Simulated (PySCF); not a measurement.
# RuOOH: relaxation and vibrations of the doublet

Where does doublet RuOOH go from a bent start, is the end point a minimum, and what are its modes, charges and moments?

Method: PBE0, basis Ru def2-TZVP with ECP28, O def2-TZVP, H def2-TZVP, scalar-relativistic core potentials, no spin–orbit coupling, density fitting; program: PySCF 2.14.0.

## 1. Where the work starts

4 atoms, charge 0, spin multiplicity 2.

Bond lengths: Ru1–O2 1.710 Å, Ru1–O3 1.880 Å, O3–H4 0.960 Å. Angles: O2–Ru1–O3 110.0°, Ru1–O3–H4 130.0°.

```xyz
4
charge 0 multiplicity 2
Ru    0.0000    0.0000    0.0000
O     1.4007    0.0000    0.9808
O    -1.5400    0.0000    1.0783
H    -2.0455    0.7354    1.4323
```

## 2. First SCF at the start

One driver script runs all steps and calls PySCF; scf.py shows how it sets up the SCF of each step. The optimiser is the driver's own. After this first run the driver tries any further starts and a stability analysis.

The input, scf.py:

```python
from pyscf import gto, scf, dft
mol = gto.M(atom='''
Ru     0.000000     0.000000     0.000000
O      1.400700     0.000000     0.980800
O     -1.540000     0.000000     1.078300
H     -2.045500     0.735400     1.432300''',
    basis={'Ru': 'def2-TZVP', 'O': 'def2-TZVP', 'H': 'def2-TZVP'},
    ecp={'Ru': 'def2-TZVP'},
    charge=0, spin=1)
mf = dft.UKS(mol, xc='PBE0')
mf.grids.atom_grid = (50, 194)
aux = {'Ru': 'def2-universal-JKFIT', 'O': 'def2-universal-JKFIT', 'H': 'def2-universal-JKFIT'}
mf = mf.density_fit(auxbasis=aux)
mf.conv_tol = 1e-08
mf.diis_space = 10
mf.max_cycle = 60
mf.init_guess = 'minao'
mf.verbose = 4
mf.kernel()
```

Started as:

```sh
OMP_NUM_THREADS=4 python axn.py task.json out
```

Standard output, cut to the lines that bear on the results:

```text
[... the frontier levels of the middle cycles are left out ...]
init E= -237.931869780907
[... the frontier-level lines of each cycle are left out ...]
cycle= 1 E= -245.472815814422  delta_E= -7.54  |g|= 0.854  |ddm|= 2.96
cycle= 2 E= -243.743542028608  delta_E= 1.73  |g|= 2.01  |ddm|=  2.3
cycle= 3 E= -245.437153080528  delta_E= -1.69  |g|= 0.954  |ddm|= 2.16
cycle= 4 E= -245.746788848739  delta_E= -0.31  |g|= 0.166  |ddm|= 0.393
cycle= 5 E= -245.74254247528  delta_E= 0.00425  |g|= 0.215  |ddm|= 0.229
cycle= 6 E= -245.759931297906  delta_E= -0.0174  |g|= 0.038  |ddm|= 0.131
cycle= 7 E= -245.760608757442  delta_E= -0.000677  |g|= 0.00928  |ddm|= 0.0306
cycle= 8 E= -245.760765183874  delta_E= -0.000156  |g|= 0.00565  |ddm|= 0.0202
cycle= 9 E= -245.761004839267  delta_E= -0.00024  |g|= 0.00506  |ddm|= 0.0321
cycle= 10 E= -245.760980730416  delta_E= 2.41e-05  |g|= 0.00502  |ddm|= 0.00307
cycle= 11 E= -245.760618138138  delta_E= 0.000363  |g|= 0.00335  |ddm|= 0.0714
cycle= 12 E= -245.760687147252  delta_E= -6.9e-05  |g|= 0.00267  |ddm|= 0.0226
cycle= 13 E= -245.76074626509  delta_E= -5.91e-05  |g|= 0.00286  |ddm|= 0.0132
cycle= 14 E= -245.76066005102  delta_E= 8.62e-05  |g|= 0.00278  |ddm|= 0.02
[... 46 cycles left out ...]
SCF not converged.
init E= -237.931869780907
[... 20 cycles left out ...]
SCF not converged.
init E= -245.762052611221
[... 16 cycles left out ...]
cycle= 17 E= -245.770632522084  delta_E= -4.64e-06  |g|= 0.00366  |ddm|= 0.000856
cycle= 18 E= -245.7706337648  delta_E= -1.24e-06  |g|= 0.00373  |ddm|= 0.000589
cycle= 19 E= -245.770628485003  delta_E= 5.28e-06  |g|= 0.00374  |ddm|= 0.00107
cycle= 20 E= -245.770636709318  delta_E= -8.22e-06  |g|= 0.00364  |ddm|= 0.00136
cycle= 21 E= -245.770658569876  delta_E= -2.19e-05  |g|= 0.00355  |ddm|= 0.0034
cycle= 22 E= -245.770664014637  delta_E= -5.44e-06  |g|= 0.00363  |ddm|= 0.001
cycle= 23 E= -245.770665835394  delta_E= -1.82e-06  |g|= 0.00368  |ddm|= 0.000407
cycle= 24 E= -245.770669690325  delta_E= -3.85e-06  |g|= 0.00367  |ddm|= 0.000777
cycle= 25 E= -245.770675296069  delta_E= -5.61e-06  |g|= 0.00365  |ddm|= 0.00099
cycle= 26 E= -245.770686316726  delta_E= -1.1e-05  |g|= 0.00361  |ddm|= 0.00253
cycle= 27 E= -245.770721792071  delta_E= -3.55e-05  |g|= 0.00353  |ddm|= 0.00577
cycle= 28 E= -245.770757520781  delta_E= -3.57e-05  |g|= 0.00348  |ddm|= 0.00565
cycle= 29 E= -245.770774414187  delta_E= -1.69e-05  |g|= 0.00358  |ddm|= 0.00271
cycle= 30 E= -245.770731231308  delta_E= 4.32e-05  |g|= 0.0039  |ddm|= 0.00717
SCF not converged.
macro= 0  E= -245.771075272425  delta_E= -0.000344041  |g|= 0.0140966  3 KF 16 JK
macro= 1  E= -245.774606133215  delta_E= -0.00353086  |g|= 0.00952502  3 KF 15 JK
macro= 2  E= -245.774816104532  delta_E= -0.000209971  |g|= 0.000101468  4 KF 21 JK
macro= 3  E= -245.774816104535  delta_E= -2.95586e-12  |g|= 3.26159e-05  1 KF 2 JK
macro X = 4  E=-245.774816104535  |g|= 3.26159e-05  total 12 KF 59 JK
converged SCF energy = -245.774816104535  <S^2> = 1.6581857  2S+1 = 2.7627419
```

This step, with its further starts and checks, ran for 32 s (4 threads of Arm Neoverse V1, shared host).

Energies from each starting density:

| start | energy (Eh) |
| --- | --- |
| the minimal-basis guess | -245.774816 |
| a thermally smeared density | -245.775844 |
| a smeared PBE density | -245.775844 |

Where DIIS stalls, the driver goes on with a level shift of 0.3 Eh and then with a second-order solver.

This is not the lowest solution: one lies 2.7 kJ/mol lower, at -245.77584 Eh, and the relaxation starts from that.

## 3. Relaxation: bent start, doublet

The program finds C1 symmetry in the start.

Edit scf.py of step 2 so:

```diff
@@ -3,4 +3,4 @@
-Ru     0.000000     0.000000     0.000000
-O      1.400700     0.000000     0.980800
-O     -1.540000     0.000000     1.078300
-H     -2.045500     0.735400     1.432300''',
+Ru     0.031798    -0.005494    -0.254842
+O      1.432498    -0.005494     0.725958
+O     -1.508202    -0.005494     0.823458
+H     -2.013702     0.729906     1.177458''',
@@ -17 +16,0 @@
-mf.init_guess = 'minao'
```

The optimiser's trace:

| step | energy (Eh) | change (kJ/mol) | largest gradient (Eh/bohr) |
| --- | --- | --- | --- |
| 0 | -245.775844 | 0.00 | 0.05710 |
| 1 | -245.787651 | -31.00 | 0.02686 |
| 2 | -245.795090 | -50.53 | 0.01042 |
| 3 | -245.796238 | -53.55 | 0.01025 |
| 4 | -245.797284 | -56.29 | 0.01004 |
| 5 | -245.798708 | -60.03 | 0.01235 |
| 6 | -245.800942 | -65.90 | 0.01340 |
| 7 | -245.802845 | -70.89 | 0.00984 |
| 8 | -245.803403 | -72.36 | 0.00480 |
| 9 | -245.803583 | -72.83 | 0.00869 |
| 10 | -245.803799 | -73.40 | 0.00091 |
| 11 | -245.803850 | -73.53 | 0.00214 |
| 12 | -245.803865 | -73.57 | 0.00168 |
| 13 | -245.803880 | -73.61 | 0.00090 |
| 14 | -245.803885 | -73.62 | 0.00037 |
| 15 | -245.803886 | -73.63 | 0.00019 |

The walk took 46 s.

Geometry (Å) and forces (eV/Å) at some steps:

```
step 0
Ru   0.032  -0.005  -0.255   1.274   0.192   2.936
O    1.433  -0.005   0.726  -1.464   0.052  -1.934
O   -1.508  -0.005   0.823  -0.188  -0.572  -0.876
H   -2.014   0.730   1.177   0.378   0.328  -0.126
step 1
Ru   0.043  -0.028  -0.172  -0.168   0.174   1.382
O    1.445   0.023   0.691   0.096  -0.014  -0.663
O   -1.588  -0.029   0.738  -0.548   0.512  -0.148
H   -1.958   0.747   1.214   0.620  -0.672  -0.570
step 8
Ru   0.083  -0.150   0.215   0.233  -0.043  -0.065
O    1.674   0.044   0.438   0.045  -0.020  -0.021
O   -1.668   0.151   0.589  -0.031  -0.058  -0.060
H   -2.147   0.668   1.230  -0.247   0.121   0.146
step 15
Ru   0.118  -0.110   0.261  -0.010   0.000  -0.001
O    1.730  -0.006   0.377   0.007   0.001   0.001
O   -1.633   0.190   0.640   0.000   0.002   0.003
H   -2.272   0.639   1.194   0.003  -0.002  -0.003
```

End point (Cs, 15 steps, 73.6 kJ/mol gained): O–H 0.957 Å, Ru–O 1.620 Å, Ru–O 1.816 Å; H–O–Ru 147.4°, O–Ru–O 159.0°.

## 4. Is it a minimum? Harmonic modes

The point is checked on the finer grid, and tightened if its gradient asks for it. The Hessian and the dipole derivatives come from central differences of analytic gradients, with steps of 0.02 bohr.

Edit scf.py of step 3 so:

```diff
@@ -3,4 +3,4 @@
-Ru     0.031798    -0.005494    -0.254842
-O      1.432498    -0.005494     0.725958
-O     -1.508202    -0.005494     0.823458
-H     -2.013702     0.729906     1.177458''',
+Ru     0.034128    -0.053644    -0.065864
+O      1.646217     0.050794     0.050646
+O     -1.715979     0.246760     0.313859
+H     -2.355435     0.695163     0.866886''',
@@ -11 +11 @@
-mf.grids.atom_grid = (50, 194)
+mf.grids.atom_grid = (75, 302)
@@ -14 +14 @@
-mf.conv_tol = 1e-08
+mf.conv_tol = 1e-10
```

The driver hands on the density of the step before, so the log starts near convergence.

Log of the central SCF (cycles and frontier levels):

```text
init E= -245.803881880892
[... the frontier-level lines of each cycle are left out ...]
cycle= 1 E= -245.803881880838  delta_E= 5.4e-11  |g|= 1.39e-05  |ddm|= 1.23e-05
cycle= 2 E= -245.803881880381  delta_E= 4.57e-10  |g|= 3.72e-05  |ddm|= 2.73e-05
cycle= 3 E= -245.803881880905  delta_E= -5.25e-10  |g|= 7.04e-06  |ddm|= 1.94e-05
cycle= 4 E= -245.803881880924  delta_E= -1.89e-11  |g|= 1e-06  |ddm|= 3.39e-06
Extra cycle  E= -245.803881880929  delta_E= -4.26e-12  |g|= 1.45e-06  |ddm|= 4.09e-06
converged SCF energy = -245.803881880929  <S^2> = 0.76416965  2S+1 = 2.0141198
```

The whole step took 78 s.

Geometry: Cs; O–H 0.957 Å, Ru–O 1.620 Å, Ru–O 1.816 Å; H–O–Ru 147.4°, O–Ru–O 159.0°.

Harmonic modes (main isotopes):

```
symmetry  ω (cm⁻¹)  IR (km/mol)
      a'       137         13.8
     a''       437         87.5
      a'       535          127
      a'       746          116
      a'      1083          210
      a'      3937          276
```

No imaginary mode, so this is a minimum.

Constants and moments:

```yaml
Dipole_moment: 2.43 D
Highest_occupied_level: -6.27 eV
Lowest_empty_level: -3.23 eV
Rotational_constants: 5.509, 0.1725, 0.1673 cm⁻¹
Zero-point_energy: 41.1 kJ/mol
Principal_polarisabilities: 34.4, 35.3, 55.5 bohr³
Atomisation_energy_without_zero-point_energy: 1237 kJ/mol
Principal_traceless_quadrupole_moments_about_the_centre_of_mass: -4.86, -1.60, 6.47 D Å
Entropy_at_298.15_K_and_1_bar_electronic_part_spin_only: 286.3 J/(mol K)
Heat_capacity_Cp_at_298.15_K: 56.3 J/(mol K)
Enthalpy_at_298.15_K_above_0_K: 13.23 kJ/mol
Rotational_symmetry_number: 1
Spin_squared_⟨S²⟩: 0.764
```

Charges (e) and bond orders:

```
atom  Mulliken  Löwdin  polar tensor  spin (Mulliken)  Mayer order to Ru1
 Ru1      0.88    0.38          1.12             0.90                   –
  O2     -0.50   -0.23         -0.65             0.14                2.10
  O3     -0.72   -0.32         -0.83            -0.03                0.92
  H4      0.34    0.17          0.35             0.00                0.01
```

Mulliken populations on Ru1 (outside its core potential): s 2.54, p 6.13, d 6.43, f 0.03.

## 5. Outcome

| quantity | value |
| --- | --- |
| minimum | doublet, Cs |
| geometry | O–H 0.957 Å, Ru–O 1.620 Å, Ru–O 1.816 Å; H–O–Ru 147.4°, O–Ru–O 159.0° |
| wavenumbers (cm⁻¹) | 137 (a'), 437 (a''), 535 (a'), 746 (a'), 1083 (a'), 3937 (a') |
| dipole moment | 2.43 D |
| highest occupied, lowest empty level (either spin) | -6.27, -3.23 eV |
| polar-tensor charge of Ru1 | +1.12 e |
| zero-point energy | 41.1 kJ/mol |
| entropy at 298.15 K | 286.3 J/(mol K) |
| atomisation energy (no zero-point energy) | 1237 kJ/mol |
| ⟨S²⟩ | 0.764 |

**Reading.** From C1 at the start the molecule goes to a Cs minimum. The strongest infrared band lies at 3937 cm⁻¹ (a'). Most of the spin sits on Ru1 (Mulliken spin 0.90, against 1 for the whole molecule). The first SCF alone would have been 3 kJ/mol too high. Only this shape and spin were tried, so other structures or states may lie lower. Open d and f shells are described by one determinant, and the ground state may have another occupation or spin.

The search up to here took 2.6 min.
